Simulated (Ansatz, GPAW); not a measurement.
Si: GLLB-SC, run from Python

These are simulated results from GPAW 26.7.0, not measurements. The cell began as a database structure and was relaxed with r2SCAN in plane waves (Ansatz 0.2.0). All runs are without spin polarisation.

Space group Fd-3m (No. 227), cubic; conventional cell a = 5.444 Å, 20.17 Å³ an atom. Around Si lie 4 Si at 2.36 Å.

GLLB-SC is a model potential. Its fundamental gap is the Kohn-Sham gap plus a derivative discontinuity, which the script evaluates at the band edges among the listed k points. Its total energy isn't variational and serves nothing here.

run.py reads:

```python
import json
from ase import Atoms
from gpaw import GPAW, PW, FermiDirac

atoms = Atoms(['Si', 'Si'],
              cell=[[-0.0, 2.72212, 2.72212], [2.72212, -0.0, 2.72212], [2.72212, 2.72212, -0.0]],
              scaled_positions=[[0.25, 0.25, 0.25], [0.0, -0.0, -0.0]],
              pbc=True)
calc = GPAW(mode=PW(400), xc='GLLBSC', kpts={'size': (6, 6, 6), 'gamma': True},
            occupations=FermiDirac(0.02), maxiter=100, legacy_gpaw=True, txt='gpaw.txt')
atoms.calc = calc
res = {'energy': atoms.get_potential_energy(force_consistent=True)}
res['electrons'] = calc.get_number_of_electrons()
res['k'] = calc.get_ibz_k_points().tolist()
res['levels'] = [calc.get_eigenvalues(kpt=i).tolist() for i in range(len(res['k']))]
points = [[0.0, 0.0, 0.0], [0.5, 0.0, 0.5], [0.625, 0.25, 0.625], [0.375, 0.375, 0.75], [0.5, 0.5, 0.5], [0.5, 0.25, 0.75], [0.0, 0.419271, 0.419271]]
bands = calc.fixed_density(kpts=points, symmetry='off', nbands=round(res['electrons']) // 2 + 6, convergence={'bands': -2}, txt='bands.txt')
res['points'] = [bands.get_eigenvalues(kpt=i).tolist() for i in range(len(points))]
homo, lumo = bands.get_homo_lumo()
potential = calc.hamiltonian.xc.response.calculate_discontinuity_potential(homo, lumo)
res['discontinuity'] = bands.hamiltonian.xc.response.calculate_discontinuity(potential)
json.dump(res, open('results.json', 'w'))
print('free energy (eV):', round(res['energy'], 5))
```

Command: `python run.py`. It took 6.4 s on 1 thread of Arm Neoverse V1, with other jobs on the host, peak memory 0.13 GiB.

The log gpaw.txt, trimmed of paths, versions and times, then the last line on the terminal. An iter line gives the energy in eV and the logarithms of the changes of orbitals (plane waves alone) and density (c: converged):

```
___ ___ ___ _ _ _
 |   |   |_  | | | |

 | | | | | . | | | |

 |__ |  _|___|_____|  26.7.0
 |___|_|

Input parameters:
  kpts: {gamma: True,
         size: (6, 6, 6)}
  maxiter: 100
  mode: {ecut: 400.0,
         name: pw}
  occupations: {fixmagmom: False,
                name: fermi-dirac,
                width: 0.02}
  xc: GLLBSC

System changes: positions, numbers, cell, pbc, initial_charges, initial_magmoms

Initialize ...

species:
  Si:
    name:    Silicon
    Z:       14.0
    valence: 4
    core:    10
    charge:  0.0  # [|e|]
    compensation charges:
      type: gauss
      rc: 0.33  # [Å]
      lmax: 2
    cutoffs:
      filter: 1.86  # [Å]
      core: 2.06  # [Å]
    projectors
    | kind |    occ | energy [eV] | rcut [Å] |

    |------|--------|-------------|----------|

    |   3s |  2.000 |     -12.033 |    1.058 |

    |   3p |  2.000 |      -5.571 |    1.058 |

    |    s |        |      15.179 |    1.058 |

    |    p |        |      21.640 |    1.058 |

    |    d |        |       0.000 |    1.058 |

    Using partial waves for Si as LCAO basis

Reference energy: -15742.400269  # eV

Spin-paired calculation

Convergence criteria:
 Maximum [total energy] change in last 3 cyles: 0.0005 eV / valence electron
 Maximum integral of absolute [dens]ity change: 0.0001 electrons / valence electron
 Maximum integral of absolute [eigenst]ate change: 4e-08 eV^2 / valence electron
 Maximum number of scf [iter]ations: 100
 (Square brackets indicate name in SCF output, whereas a 'c' in
 the SCF output indicates the quantity has converged.)

Symmetries present (total): 24

  ( 1  0  0)  ( 1  0  0)  ( 1  0 -1)  ( 1  0 -1)  ( 1 -1  0)  ( 1 -1  0)
  ( 0  1  0)  ( 0  0  1)  ( 0  1 -1)  ( 0  0 -1)  ( 0 -1  1)  ( 0 -1  0)
  ( 0  0  1)  ( 0  1  0)  ( 0  0 -1)  ( 0  1 -1)  ( 0 -1  0)  ( 0 -1  1)

  ( 0  1  0)  ( 0  1  0)  ( 0  1 -1)  ( 0  1 -1)  ( 0  0  1)  ( 0  0  1)
  ( 1  0  0)  ( 0  0  1)  ( 1  0 -1)  ( 0  0 -1)  ( 1  0  0)  ( 0  1  0)
  ( 0  0  1)  ( 1  0  0)  ( 0  0 -1)  ( 1  0 -1)  ( 0  1  0)  ( 1  0  0)

  ( 0  0 -1)  ( 0  0 -1)  ( 0 -1  1)  ( 0 -1  1)  ( 0 -1  0)  ( 0 -1  0)
  ( 1  0 -1)  ( 0  1 -1)  ( 1 -1  0)  ( 0 -1  0)  ( 1 -1  0)  ( 0 -1  1)
  ( 0  1 -1)  ( 1  0 -1)  ( 0 -1  0)  ( 1 -1  0)  ( 0 -1  1)  ( 1 -1  0)

  (-1  1  0)  (-1  1  0)  (-1  0  1)  (-1  0  1)  (-1  0  0)  (-1  0  0)
  (-1  0  1)  (-1  0  0)  (-1  1  0)  (-1  0  0)  (-1  1  0)  (-1  0  1)
  (-1  0  0)  (-1  0  1)  (-1  0  0)  (-1  1  0)  (-1  0  1)  (-1  1  0)

216 k-points: 6 x 6 x 6 Monkhorst-Pack grid + [1/12,1/12,1/12]
16 k-points in the irreducible part of the Brillouin zone
       k-points in crystal coordinates                weights
   0:     0.00000000    0.00000000    0.00000000          1/216
   1:     0.16666667    0.16666667    0.00000000          6/216
   2:     0.16666667    0.16666667    0.16666667          8/216
   3:     0.33333333    0.16666667    0.16666667         12/216
   4:     0.33333333    0.33333333   -0.33333333         12/216
   5:     0.33333333    0.33333333    0.00000000          6/216
   6:     0.33333333    0.33333333    0.16666667         24/216
   7:     0.33333333    0.33333333    0.33333333          8/216
   8:     0.50000000    0.33333333   -0.33333333         24/216
   9:     0.50000000    0.33333333   -0.16666667         12/216
          ...
  15:     0.50000000    0.50000000    0.50000000          4/216

Wave functions: Plane wave expansion
  Cutoff energy: 400.000 eV
  Number of coefficients (min, max): 717, 754
  Pulay-stress correction: 0.000000 eV/Ang^3 (de/decut=0.000000)
  Using FFTW library
  ScaLapack parameters: grid=1x1, blocksize=None
  Wavefunction extrapolation:
    Improved wavefunction reuse through dual PAW basis

Occupation numbers: Fermi-Dirac:
  width: 0.0200  # eV

Eigensolver
   Davidson(niter=2)

Densities:
  Coarse grid: 18*18*18 grid
  Fine grid: 36*36*36 grid
  Total Charge: 0.000000

Density mixing:
  Method: separate
  Backend: msr1
  Linear mixing parameter: 0.05
  old densities: 10
  Width of damping distribution: 1.1
  Damping of long wavelength oscillations: 20

Hamiltonian:
  XC and Coulomb potentials evaluated on a 36*36*36 grid
  Using the GLLBSC Exchange-Correlation functional
  External potential:
    NoExternalPotential

XC parameters: GLLBSC functional being used consists of
  -----------------------------------------------------------------------
  | Weight | Module     | Description                                   |

  -----------------------------------------------------------------------
  |  1.000 | SCREENING  | GGA_X_PBE_SOL with 2 nearest neighbor stencil |

  |  1.000 | RESPONSE   | eps=0.0500 eV                                 |

  |  1.000 | XC         | GGA_C_PBE_SOL with 2 nearest neighbor stencil |

  -----------------------------------------------------------------------

Memory estimate:
  Process memory now: 109.62 MiB
  Calculator: 6.94 MiB
    Density: 2.82 MiB
      Arrays: 1.16 MiB
      Localized functions: 0.77 MiB
      Mixer: 0.89 MiB
    Hamiltonian: 0.77 MiB
      Arrays: 0.76 MiB
      XC: 0.00 MiB
      Poisson: 0.00 MiB
      vbar: 0.02 MiB
    Wavefunctions: 3.34 MiB
      Arrays psit_nG: 1.47 MiB
      Eigensolver: 0.16 MiB
      Projections: 0.05 MiB
      Projectors: 1.25 MiB
      PW-descriptor: 0.41 MiB

Total number of cores used: 1

Number of atoms: 2
Number of atomic orbitals: 8
Number of bands in calculation: 8
Number of valence electrons: 8
Bands to converge: occupied

... initialized

Initializing position-dependent things.

Density initialized from atomic densities
Creating initial wave functions:
  8 bands from LCAO basis set
Positions:
   0 Si     1.361060    1.361060    1.361060    ( 0.0000,  0.0000,  0.0000)
   1 Si     0.000000    0.000000    0.000000    ( 0.0000,  0.0000,  0.0000)

Unit cell:
           periodic     x           y           z      points  spacing
  1. axis:    yes   -0.000000    2.722120    2.722120    18     0.1746
  2. axis:    yes    2.722120   -0.000000    2.722120    18     0.1746
  3. axis:    yes    2.722120    2.722120   -0.000000    18     0.1746

  Lengths:   3.849659   3.849659   3.849659
  Angles:   60.000000  60.000000  60.000000

Effective grid spacing dv^(1/3) = 0.1905

iter:   1   -11.225508
iter:   2   -12.021519   -1.24  -0.80
iter:   3   -11.836423   -2.78  -0.74
iter:   4   -11.553121   -1.62  -0.88
iter:   5   -11.552108   -2.56  -1.74
iter:   6   -11.520857   -4.08  -1.66
iter:   7   -11.537558   -4.60  -1.62
iter:   8   -11.522006   -3.72  -1.67
iter:   9   -11.522274   -4.01  -2.15
iter:  10   -11.522662c  -5.48  -3.26
iter:  11   -11.522945c  -6.64  -3.70
iter:  12   -11.522741c  -7.26  -3.67
iter:  13   -11.522764c  -8.28c -4.95c

Converged after 13 iterations.

Energy contributions relative to reference atoms: (reference = -15742.400269)

Kinetic:        +27.186168
Potential:      -23.899223
External:        +0.000000
XC:             -14.802237
Entropy (-ST):   -0.000000
Local:           -0.007473
SIC:             +0.000000
--------------------------
Free energy:    -11.522764
Extrapolated:   -11.522764

GLLBSC response reference energy: 4.94721 eV (from HOMO)

Showing only first 2 kpts
 Kpt  Band  Eigenvalues  Occupancy
  0     2      4.94706    2.00000
  0     3      4.94706    2.00000
  0     4      7.65590    0.00000
  0     5      7.65590    0.00000

  1     2      3.77746    2.00000
  1     3      3.77746    2.00000
  1     4      6.80240    0.00000
  1     5      9.42794    0.00000

Fermi level: 5.39655

Gap: 0.859 eV
Transition (v -> c):
  (s=0, k=0, n=3, [0.00, 0.00, 0.00]) -> (s=0, k=12, n=4, [0.50, 0.50, 0.00])
Direct/indirect transitions are different
Direct gap: 2.709 eV
Transition at: (s=0, k=0, n=3, [0.00, 0.00, 0.00])

free energy (eV): -11.52276
```

The gap in the log is over the mesh alone; results.json adds the listed points. GLLB-SC gives a gap of 1.06 eV (0.723 eV Kohn-Sham over the listed points plus 0.342 eV discontinuity). On the same cell, plane-wave PBE (Ansatz, 8×8×8 k points and the special points) gives a gap of 0.58 eV and r2SCAN a gap of 0.77 eV; on shared hosts these took about 1.1 and 2.7 core-seconds on the 2-atom cell, against 6.4 for the script. Semilocal gaps usually lie below measured ones.
